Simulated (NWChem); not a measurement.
# Si2H3ClOF2 (SMILES F[Si](F)(Cl)O[SiH3]): levels of theory compared

Wanted: a comparison of 4 runs (HF/STO-3G, HF/3-21G, B3LYP/6-31G*) of Si2H3ClOF2. 

The calculation is run with NWChem 7.3.0.

## (1) The system as given

The species is Si2H3ClOF2 (9 atoms), meant as a singlet with charge 0. As SMILES, `F[Si](F)(Cl)O[SiH3]`. The shape is that of a PBE0-D4/def2-TZVP optimisation. This is one conformer, not always the lowest.

Bond lengths: F1–Si2 1.574 Å, Si2–F3 1.574 Å, Si2–Cl4 2.011 Å, Si2–O5 1.587 Å, O5–Si6 1.645 Å, Si6–H7 1.480 Å, Si6–H8 1.482 Å, Si6–H9 1.482 Å. Some angles: F1–Si2–F3 107.0°, F1–Si2–Cl4 108.9°, F1–Si2–O5 110.5°, F3–Si2–Cl4 108.9°, F3–Si2–O5 110.5°, Cl4–Si2–O5 110.9°, Si2–O5–Si6 158.2°, O5–Si6–H7 107.7°, O5–Si6–H8 109.1°, O5–Si6–H9 109.1°.

## (2) Energy and forces at HF/STO-3G (run 1)

Input file run.py:

```python
from ase import Atoms
from ase.calculators.nwchem import NWChem

atoms = Atoms('FSiFClOSiHHH', positions=[
    [-2.046900, -1.352700, 0.128700],
    [-0.915500, -0.877500, -0.857200],
    [-0.052000, -2.145300, -1.210900],
    [-1.768000, -0.179600, -2.539600],
    [-0.014600, 0.237100, -0.174900],
    [1.002300, 0.917500, 0.924500],
    [1.264200, 2.309300, 0.493500],
    [2.264800, 0.141900, 0.961400],
    [0.354200, 0.902900, 2.257400],
])

calc = NWChem(
    label='m1',
    theory='scf',
    memory='2200 mb',
    basis='STO-3G',
    basispar='spherical bse',
    scf={'nopen': '0', 'rhf': None, 'thresh': '1e-08', 'maxiter': '80'},
)
atoms.calc = calc

forces = atoms.get_forces()
print(f"energy = {atoms.get_potential_energy():.6f} eV")
print("forces (eV/A):")
for s, f in zip(atoms.symbols, forces):
    print(f"{s:2s} {f[0]:10.5f} {f[1]:10.5f} {f[2]:10.5f}")
print("dipole (e A):", atoms.get_dipole_moment().round(4))
```

Run with:

```console
$ export ASE_NWCHEM_COMMAND="nwchem PREFIX.nwi > PREFIX.nwo"
$ python run.py
```

Standard output:

```text
energy = -35309.751322 eV
forces (eV/A):
F    -0.52029   -0.16599    0.35887
Si    1.72074    0.70201    2.14003
F     0.34299   -0.50867   -0.22111
Cl   -0.76141    0.68273   -1.53767
O    -0.17370   -0.19818   -0.14064
Si    0.17766    0.06325    0.22333
H    -0.22986   -1.44131    0.50682
H    -1.29291    0.83756    0.02391
H     0.73672    0.02859   -1.35353
dipole (e A): [0.3867 0.0806 0.5258]
```

The calculator wrote m1.nwi:

```
title "m1"

permanent_dir m1

scratch_dir m1

start m1

geometry units angstrom nocenter noautosym noautoz
  F  -2.0468999999999999e+00 -1.3527000000000000e+00 1.2870000000000001e-01
  Si -9.1549999999999998e-01 -8.7749999999999995e-01 -8.5719999999999996e-01
  F  -5.1999999999999998e-02 -2.1453000000000002e+00 -1.2109000000000001e+00
  Cl -1.7680000000000000e+00 -1.7960000000000001e-01 -2.5396000000000001e+00
  O  -1.4600000000000000e-02 2.3710000000000001e-01 -1.7490000000000000e-01
  Si 1.0023000000000000e+00 9.1749999999999998e-01 9.2449999999999999e-01
  H  1.2642000000000000e+00 2.3092999999999999e+00 4.9349999999999999e-01
  H  2.2648000000000001e+00 1.4190000000000000e-01 9.6140000000000003e-01
  H  3.5420000000000001e-01 9.0290000000000004e-01 2.2574000000000001e+00
end

memory 2200 mb

basis spherical bse noprint
   * library STO-3G
end

scf
  nopen 0
  rhf
  thresh 1e-08
  maxiter 80
end

task scf gradient
```

m1.nwo:

```text
Northwest Computational Chemistry Package (NWChem) 7.3.0
             --------------------------------------------------------

           Job information
           ---------------

    nwchem branch   = 7.3.0
    use scalapack   = T
    input           = m1.nwi
    prefix          = m1.
    data base       = m1/m1.db
    status          = startup
    nproc           =        1

           Memory information
           ------------------

    heap     =     72089594 doubles =      550.0 Mbytes
    stack    =     72089599 doubles =      550.0 Mbytes
    global   =    144179200 doubles =     1100.0 Mbytes (distinct from heap & stack)
    total    =    288358393 doubles =     2200.0 Mbytes
    verify   = yes
    hardfail = no

[... 139 lines left out ...]
 Convergence threshold     :          1.000E-08
[... 13 lines left out ...]
       Final RHF  results
[... 3 lines left out ...]
      One-electron energy =  -2763.732514787995
[... 1 line left out ...]
 Nuclear repulsion energy =    479.024463181578
[... 53 lines left out ...]
                       ROHF Final Molecular Orbital Analysis
[... 237 lines left out ...]
                         RHF ENERGY GRADIENTS

    atom               coordinates                        gradient
                 x          y          z           x          y          z
   1 F      -3.868080  -2.556232   0.243208    0.010118   0.003228  -0.006979
   2 Si     -1.730044  -1.658235  -1.619873   -0.033463  -0.013652  -0.041617
   3 F      -0.098266  -4.054029  -2.288269   -0.006670   0.009892   0.004300
[... 5 lines of this table left out ...]
   9 H       0.669341   1.706234   4.265867   -0.014327  -0.000556   0.026322

                 ----------------------------------------
                 |  Time  |  1-e(secs)   |  2-e(secs)   |
                 ----------------------------------------
                 |  CPU   |       0.00   |       0.69   |
                 ----------------------------------------
                 |  WALL  |       0.00   |       0.69   |
                 ----------------------------------------

 Task  times  cpu:        3.3s     wall:        3.3s
 Total times  cpu:        3.4s     wall:        3.4s
```

Wall time 4.5 s (1 thread of Intel Xeon 6975P-C (Granite Rapids), shared host); peak memory 0.1 GiB.

## (3) Energy and forces at HF/3-21G (run 2)

Input file job.nw:

```
START job
memory 2200 mb

GEOMETRY units angstrom noautosym nocenter noautoz
F    -2.046900   -1.352700    0.128700
Si   -0.915500   -0.877500   -0.857200
F    -0.052000   -2.145300   -1.210900
Cl   -1.768000   -0.179600   -2.539600
O    -0.014600    0.237100   -0.174900
Si    1.002300    0.917500    0.924500
H     1.264200    2.309300    0.493500
H     2.264800    0.141900    0.961400
H     0.354200    0.902900    2.257400
END

BASIS spherical bse
* library 3-21G
END

SCF
singlet
rhf
thresh 1e-08
maxiter 80
END

TASK scf gradient
```

Run with:

```console
$ nwchem job.nw > job.out
```

Standard output:

```text
[...]
  functions       =    72
[...]
  wavefunction    = RHF
[...]
         Total SCF energy =  -1306.365007417498
      One-electron energy =  -2766.650424570691
      Two-electron energy =    981.260953971614
 Nuclear repulsion energy =    479.024463181579
        Time for solution =      2.9s
[...]
                         RHF ENERGY GRADIENTS
    atom               coordinates                        gradient
                 x          y          z           x          y          z
   1 F      -3.868080  -2.556232   0.243208    0.018111   0.010435  -0.016468
   2 Si     -1.730044  -1.658235  -1.619873   -0.014992  -0.014453  -0.013882
   3 F      -0.098266  -4.054029  -2.288269   -0.012993   0.022736   0.004403
   4 Cl     -3.341036  -0.339395  -4.799148    0.018160  -0.014129   0.035409
   5 O      -0.027590   0.448054  -0.330513    0.003851   0.008967   0.000573
   6 Si      1.894072   1.733824   1.747052   -0.009721  -0.013384  -0.006618
   7 H       2.388992   4.363944   0.932580   -0.001189   0.000632  -0.002111
   8 H       4.279851   0.268152   1.816783    0.000184  -0.000718  -0.001192
   9 H       0.669341   1.706234   4.265867   -0.001412  -0.000086  -0.000114
[...]
```

It took 4.8 s on 1 thread of Intel Xeon 6975P-C (Granite Rapids), shared host; peak memory 0.099 GiB.

Run 3 isn't shown in full; the table further down has it.

## (4) Energy and gradient at B3LYP/6-31G(d) (spherical functions) (run 4)

Input file struct.nw:

```
start struct
title "ClF2H3OSi2 gradient"
memory total 2200 mb

geometry noautosym nocenter noautoz
   F     -2.046900    -1.352700     0.128700
   Si    -0.915500    -0.877500    -0.857200
   F     -0.052000    -2.145300    -1.210900
   Cl    -1.768000    -0.179600    -2.539600
   O     -0.014600     0.237100    -0.174900
   Si     1.002300     0.917500     0.924500
   H      1.264200     2.309300     0.493500
   H      2.264800     0.141900     0.961400
   H      0.354200     0.902900     2.257400
end

basis "ao basis" spherical bse
   F library 6-31G*
   Si library 6-31G*
   Cl library 6-31G*
   O library 6-31G*
   H library 6-31G*
end

dft
   xc b3lyp
   grid fine
   convergence energy 1e-08
   iterations 100
   mulliken
   noprint "final vectors analysis"
end

task dft gradient
```

Run with:

```console
$ nwchem struct.nw > struct.out
```

Standard output:

```text
[...]
          Wavefunction type:  closed shell.
          No. of atoms     :     9
          No. of electrons :    74
[...]
          Charge           :     0
          Spin multiplicity:     1
[...]
          AO basis - number of functions:   102
[...]
              XC Information
              --------------
                         B3LYP Method XC Potential
                     Hartree-Fock (Exact) Exchange  0.200
                        Slater Exchange Functional  0.800 local
                    Becke 1988 Exchange Functional  0.720 non-local
              Lee-Yang-Parr Correlation Functional  0.810
                  VWN I RPA Correlation Functional  0.190 local
[...]
 d= 0,ls=0.0,diis     1  -1316.0297372724 -1.80D+03  1.42D-02  1.09D+00     2.7
[...]
 d= 0,ls=0.0,diis    10  -1316.1440362236 -3.70D-09  3.01D-07  1.40D-09    23.1
         Total DFT energy =    -1316.144036223639
      One electron energy =    -2776.697984211156
           Coulomb energy =     1082.640553484643
    Exchange-Corr. energy =     -101.111068678705
 Nuclear repulsion energy =      479.024463181579
[...]
  wavefunction    = closed shell
                         DFT ENERGY GRADIENTS
    atom               coordinates                        gradient
                 x          y          z           x          y          z
   1 F      -3.868080  -2.556232   0.243208    0.011571   0.004607  -0.009273
   2 Si     -1.730044  -1.658235  -1.619873    0.001012  -0.001834   0.002631
   3 F      -0.098266  -4.054029  -2.288269   -0.008264   0.012468   0.004044
   4 Cl     -3.341036  -0.339395  -4.799148    0.004379  -0.004162   0.008979
   5 O      -0.027590   0.448054  -0.330513   -0.000605  -0.005011   0.001990
   6 Si      1.894072   1.733824   1.747052   -0.006234  -0.004825  -0.006381
   7 H       2.388992   4.363944   0.932580   -0.000547  -0.000562  -0.000472
   8 H       4.279851   0.268152   1.816783   -0.000826  -0.000274  -0.000646
   9 H       0.669341   1.706234   4.265867   -0.000485  -0.000407  -0.000871
[...]
```

Run time: 32 s. Hardware: 1 thread of Intel Xeon 6975P-C (Granite Rapids), shared host; peak memory 0.13 GiB.

## (5) Overview of the runs

| run | level | Cartesian functions | iteration cap | energy (Eh) | dipole moment (D) | largest force (eV/Å) | wall time |
| --- | --- | --- | --- | --- | --- | --- | --- |
| 1 | HF/STO-3G | no | 80 | -1297.609438 | 3.16 | 2.834 | 4.5 s |
| 2 | HF/3-21G | no | 80 | -1306.365007 | 3.03 | 2.171 | 4.8 s |
| 3 | B3LYP/6-31G* (Cartesian functions) | yes | 100 | -1316.154961 | – | 0.733 | 33 s |
| 4 | B3LYP/6-31G* (spherical functions) | no | 100 | -1316.144036 | 2.09 | 0.798 | 32 s |

## (6) What came out

```
                       quantity           value
            run 4: total energy  -1316.14404 Eh
           run 4: dipole moment          2.09 D
run 4: largest force on an atom      0.798 eV/Å
```

**Reading.** Over runs 1, 2, 4 the dipole moment (its size) runs from 2.09 D (B3LYP/6-31G*) to 3.16 D (HF/STO-3G). The two ends differ in method and basis. In run 1 the basis is minimal, so the values are rough. All runs together took 74 s, the longest 33 s.
